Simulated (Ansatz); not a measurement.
Below is the output of a Python script on the Python package of Ansatz (0.2.0) that makes a calculation of the elastic constants of Rh, space group P6_3/mmc. Write a script that gives it. Use (first run): PBEsol, PAW, cutoff 463 eV, 18×18×10 k-points, Fermi-Dirac smearing of 0.1 eV.

```xyz
2
Lattice="2.7310 0.0000 0.0000 -1.3655 2.3651 0.0000 0.0000 0.0000 4.4285" Properties=species:S:1:pos:R:3 pbc="T T T"
Rh    1.3655    0.7884    3.3214
Rh    0.0000    1.5767    1.1071
```

```console
$ python run_elastic.py
DeckWarning: relax.cell: scf.convergence.dr2_threshold = 1e-9 eV is looser than the 2e-10 eV advised for a relaxation that steers and ends on the stress (1e-10 eV for each atom of the cell: 2). What an SCF threshold leaves in a stress goes as its square root, [...]
relaxed volume 27.144 A^3
[[482.7 181.4 197.6   0.    0.    0. ]
 [181.4 482.7 197.6   0.    0.    0. ]
 [197.6 197.6 493.7   0.    0.    0. ]
 [  0.    0.    0.   82.2   0.    0. ]
 [  0.    0.    0.    0.   82.2   0. ]
 [  0.    0.    0.    0.    0.  150.7]]
Voigt stress of the unstrained cell (GPa, tension positive): [0.008 0.008 0.006 0.    0.    0.   ]
smallest eigenvalue of C: 82.2 GPa; tensor positive definite: True
k_voigt_gpa      290.253
k_reuss_gpa      290.062
k_hill_gpa       290.157
g_voigt_gpa      121.852
g_reuss_gpa      112.158
g_hill_gpa       117.005
youngs_gpa       309.424
poisson            0.322
```
(Warnings from the package without file and line, shortened.)

The script that was run (others could print the same):

The script, `run_elastic.py`:
```python
# -*- coding: utf-8 -*-
from dataclasses import replace

import ansatz as az
import numpy as np

FUNCTIONAL = "pbesol"
SMEARING = "fermi_dirac"
WIDTH_EV = 0.1
SCF_TOL = 1e-09
MESH = (18, 18, 10)

rh = (
    az.Lattice.from_parameters(2.73097904, 2.73097904, 4.428489, alpha=90, beta=90, gamma=120)
    .space_group(194)
    .atom("Rh", (2 / 3, 1 / 3, 0.75))
)

base = (
    rh.calculation()
    .functional(FUNCTIONAL)
    .basis(34 * az.Ry)
    .occupations(SMEARING, width=WIDTH_EV)
    .scf(tolerance=SCF_TOL)
    .kpoints(*MESH)
)
rest = base.relax(cell=True).run(threads=1, pin="off").lattice
relaxed = az.Crystal(lattice=az.Lattice.of(rest.cell_ang))
for site in rest.sites:
    relaxed = relaxed.atom(site.symbol, site.position_frac)
base = replace(base, crystal=relaxed)
print("relaxed volume {:.3f} A^3".format(abs(np.linalg.det(rest.cell_ang))))
outcome = base.elastic("relaxed_ion", amplitude=0.01).run(threads=1, pin="off")
elastic = outcome.elastic

print(np.array2string(np.round(elastic.c_gpa, 1) + 0.0, suppress_small=True))
print("Voigt stress of the unstrained cell (GPa, tension positive):", np.round(elastic.sigma0_gpa, 3) + 0.0)
print("smallest eigenvalue of C:", round(elastic.stability.min_eigenvalue_gpa, 1), "GPa; tensor positive definite:", elastic.stability.min_eigenvalue_gpa > 0)
if elastic.stability.min_eigenvalue_gpa > 0:
    for name, value in elastic.moduli.to_plain().items():
        print(f"{name:14s} {value:9.3f}")
```

Notes:
- A positive definite tensor excludes instabilities under uniform strain alone; phonons elsewhere in the zone can still be imaginary.
- This isn't the structure that Rh takes at ambient conditions.
- Shear constants of a metal converge slowly with the k-point mesh and can be wrong in sign on a coarse one; the constants belong to the cell that was strained.
- Wall time of the script: 12 min on 1 thread of Arm Neoverse V1 (shared host), peak memory 0.8 GiB.
